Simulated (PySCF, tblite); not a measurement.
# C₃H₂F₃O radical: geometry, infrared bands and EPR parameters

Aim: predict the infrared bands and EPR parameters of C₃H₂F₃O radical (`F/C=[C]\OC(F)F`).

The runs use tblite 0.8.0 and PySCF 2.14.0, with density-fitted response routines of our own; the level of theory stands in each step. All values are computed, except where a source is named. Atoms are numbered from 0 throughout.

**1. The starting structure**

9 atoms, charge 0, multiplicity 2; geometry from: force field or distance geometry start.

Bonds of the start (Å): F0–C1 1.35, C1–C2 1.29, C2–O3 1.33, O3–C4 1.41, C4–F5 1.36, C4–F6 1.37, C1–H7 1.09, C4–H8 1.10.

**2. Geometry optimisation with GFN2-xTB**

What the job is given:

```
{"job": {"kind": "relax", "xc": "GFN2-xTB", "basis": "xTB"}, "charge": 0, "multiplicity": 2}
F      2.405000     0.774100    -0.333000
C      1.406800     1.179000     0.483200
C      0.340500     0.476400     0.650300
O     -0.780700    -0.229100     0.798600
C     -1.088700    -0.951200    -0.372500
F     -2.148300    -1.758000    -0.112300
F     -1.498700    -0.067300    -1.331000
H      1.626200     2.141400     0.942100
H     -0.248600    -1.559300    -0.750500
```

Launch:

```console
> OMP_NUM_THREADS=1 python probes_run.py task.json out
```

This one command runs all jobs of the session in turn.

**Question.** This job is followed by: GFN2-xTB harmonic vibrations, gas phase; UKS B3LYP, pcH-1 on C F H O, non-relativistic, mean-field spin-orbit, GIAO. What will the session give for the following? strongest single infrared mode (GFN2-xTB); zero-point energy (GFN2-xTB); g(iso) (B3LYP); ⟨S²⟩; largest a(iso) (averaged by class); potential on the surface of density 0.002 e/bohr³, 1st and 99th percentile.

**Answer**, as computed:

| quantity | value |
| --- | --- |
| strongest single infrared mode (GFN2-xTB) | 1026 cm⁻¹, 290 km/mol |
| zero-point energy (GFN2-xTB) | 29.2 kcal/mol |
| g(iso) (B3LYP) | 2.00207 |
| ⟨S²⟩ | 0.757 (exact 0.75) |
| largest a(iso) (averaged by class) | 13C on C2, 465.3 MHz |
| potential on the surface of density 0.002 e/bohr³, 1st and 99th percentile | -0.54 V and 1.56 V |

What this shows: The optimisation took 61 steps and gained 0.351 eV; among the close pairs (by a distance rule), O3–C4 changed most, from 1.410 to 1.382 Å. No mode is imaginary among the 21: a minimum at this level. The strongest single mode, at 1026 cm⁻¹, moves mainly C4. Unscaled tight-binding wavenumbers are off by several per cent, some by more. Its intensities can rank the bands wrongly. C2 carries the largest spin population, 0.89 e. The isotropic g lies 0.2 ppt below the free-electron value. These values are for one conformer; the search (at its own cheap level) found 2 more, at 0.92, 1.86 kcal/mol, and measured spectra average over such forms.
